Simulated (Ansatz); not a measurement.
# AlH5SSi2: small, medium and large basis sets

An exercise on one series of results from a longer session: the logs are not shown, and one member is left open.

Program: Ansatz 0.2.0, Gaussian basis. Level of theory: one geometry, several basis sets. These are calculated values, not measurements.

Levels to be run: PBE0-D4/def2-SVP; ωB97M-V/def2-SVP; PBE0-D4/def2-QZVPP; ωB97M-V/def2-QZVPP; the functionals' def2-TZVPP values are taken from earlier runs.

## Structure used throughout

All runs share one geometry, relaxed beforehand with PBE0-D4 in a triple-zeta def2 set.

SMILES `[SiH3][SiH]1[AlH][S]1`, 9 atoms, charge 0, spin multiplicity 1.

Atoms are counted from 1 here; the program's logs count them from 0.

Bond lengths: Si1–Si2 2.331 Å, Si1–H5 1.488 Å, Si1–H6 1.487 Å, Si1–H7 1.489 Å, Si2–Al3 2.324 Å, Si2–S4 2.217 Å, Si2–H8 1.491 Å, Al3–S4 2.167 Å, Al3–H9 1.572 Å. Angles: Si2–Si1–H5 111.4°, Si2–Si1–H6 108.7°, Si2–Si1–H7 110.2°, H5–Si1–H6 108.9°, H5–Si1–H7 108.7°, H6–Si1–H7 108.9°, Si1–Si2–Al3 125.1°, Si1–Si2–S4 111.6°, Si1–Si2–H8 111.7°, Al3–Si2–S4 56.9°, Al3–Si2–H8 122.5°, S4–Si2–H8 111.5°, Si2–Al3–S4 59.0°, Si2–Al3–H9 164.6°, S4–Al3–H9 136.4°, Si2–S4–Al3 64.0°.

The first run:

Input file in.yaml:

```yaml
crystal:
  periodic: [false, false, false]
  atoms:
    - {symbol: Si, position_ang: [-0.695110, 1.596505, 0.010464]}
    - {symbol: Si, position_ang: [0.609231, -0.251488, -0.552392]}
    - {symbol: Al, position_ang: [0.901732, -2.134378, 0.778218]}
    - {symbol: S, position_ang: [-0.618970, -2.084409, -0.764300]}
    - {symbol: H, position_ang: [-1.654857, 1.934683, -1.075667]}
    - {symbol: H, position_ang: [-1.458533, 1.283298, 1.247703]}
    - {symbol: H, position_ang: [0.172558, 2.779302, 0.265823]}
    - {symbol: H, position_ang: [1.426781, 0.002545, -1.772800]}
    - {symbol: H, position_ang: [1.405767, -3.172458, 1.845851]}
basis:
  gaussian: {orbitals: def2-SVP}
hamiltonian: {xc: pbe0, dispersion: d4}
output: {orbitals: {seedname: orbitals}}
```

Command:

```console
> ansatz run in.yaml --threads 2 --pin off --events-out ev --progress --plain --max-ram 4352MiB
```

Steps of the session up to this table: PBE0-D4 in def2-SVP; ωB97M-V in def2-SVP; PBE0-D4 in def2-QZVPP; ωB97M-V in def2-QZVPP.

One table of the session follows, with a row left open; its other results are not shown here.

```
functional       basis  HOMO (eV)  LUMO (eV)
   PBE0-D4    def2-SVP          ?          ?
   PBE0-D4  def2-TZVPP      -6.60      -1.83
   PBE0-D4  def2-QZVPP      -6.61      -1.86
   ωB97M-V    def2-SVP      -8.47      -0.02
   ωB97M-V  def2-TZVPP      -8.48      -0.16
   ωB97M-V  def2-QZVPP      -8.49      -0.28
```

Estimate the missing values for PBE0-D4, def2-SVP.

The run gave: HOMO (eV): -6.63; LUMO (eV): -1.78. In the column «HOMO (eV)» it lies between ωB97M-V, def2-SVP (-8.47) and PBE0-D4, def2-QZVPP (-6.61).
